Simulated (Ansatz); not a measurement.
# CH8FNSi: the cost of one run

Program: Ansatz 0.2.0. Level of theory: UKS BLYP-D4/6-31G. These are calculated values, not measurements.

## 1. Starting point

Bond lengths: Si1–F2 2.004 Å, Si1–H3 1.456 Å, Si1–H4 1.479 Å, Si1–N5 1.712 Å, Si1–C7 2.176 Å, N5–H8 1.005 Å, N5–H9 1.005 Å, C7–H10 1.082 Å, C7–H11 1.097 Å, C7–H12 1.082 Å. Angles (14 of 19 angles, heavy atoms first): F2–Si1–N5 84.3°, F2–Si1–C7 75.4°, N5–Si1–C7 111.3°, F2–Si1–H3 81.8°, F2–Si1–H4 167.2°, H3–Si1–N5 127.8°, H3–Si1–C7 113.2°, H4–Si1–N5 99.3°, H4–Si1–C7 91.8°, Si1–N5–H8 120.1°, Si1–N5–H9 119.9°, Si1–C7–H10 99.9°, Si1–C7–H11 137.4°, Si1–C7–H12 96.5°.

As a file:

```xyz
12

Si   -0.7794    0.0262    0.2462
F     0.0572   -1.7431   -0.1826
H    -1.9562   -0.6325   -0.3017
H    -1.1589    1.4510    0.3674
N    -0.0696   -0.2031    1.7871
H     0.5362   -0.8124   -0.7810
C     0.7265    0.4833   -1.2563
H     0.1206   -1.1317    2.1208
H    -0.2923    0.4251    2.5391
H     1.3335    1.1885   -0.7038
H     1.4124   -0.0720   -1.9071
H     0.0700    1.0207   -1.9281
```

## 2. Run 1

150 steps of 0.5 fs at constant energy, with velocities drawn for 100 K.

input.yaml reads:

```yaml
crystal:
  periodic: [false, false, false]
  atoms:
    - { symbol: Si, position_ang: [-0.7794, 0.0262, 0.2462] }
    - { symbol: F, position_ang: [0.0572, -1.7431, -0.1826] }
    - { symbol: H, position_ang: [-1.9562, -0.6325, -0.3017] }
    - { symbol: H, position_ang: [-1.1589, 1.451, 0.3674] }
    - { symbol: "N", position_ang: [-0.0696, -0.2031, 1.7871] }
    - { symbol: H, position_ang: [0.5362, -0.8124, -0.781] }
    - { symbol: C, position_ang: [0.7265, 0.4833, -1.2563] }
    - { symbol: H, position_ang: [0.1206, -1.1317, 2.1208] }
    - { symbol: H, position_ang: [-0.2923, 0.4251, 2.5391] }
    - { symbol: H, position_ang: [1.3335, 1.1885, -0.7038] }
    - { symbol: H, position_ang: [1.4124, -0.072, -1.9071] }
    - { symbol: H, position_ang: [0.07, 1.0207, -1.9281] }
magnetization:
  spin_polarized: true
basis:
  gaussian: { orbitals: "6-31G" }
hamiltonian:
  xc: blyp
  dispersion: d4
md:
  timestep: 0.5
  n_steps: 150
  ensemble: nve
  temperature: 100.0
  initial_velocities: maxwell_boltzmann
  seed: 360729
```

Command:

```console
$ ansatz run input.yaml --threads 1 --pin off --max-ram 2048MiB --backend cpu --events-out ev --progress --plain --runs-dir out
```

**Question.** How long does this run take on 1 thread of Arm Neoverse V2, shared host, and how much memory does it need?

About 7.8 min, with a peak of 0.13 GiB.
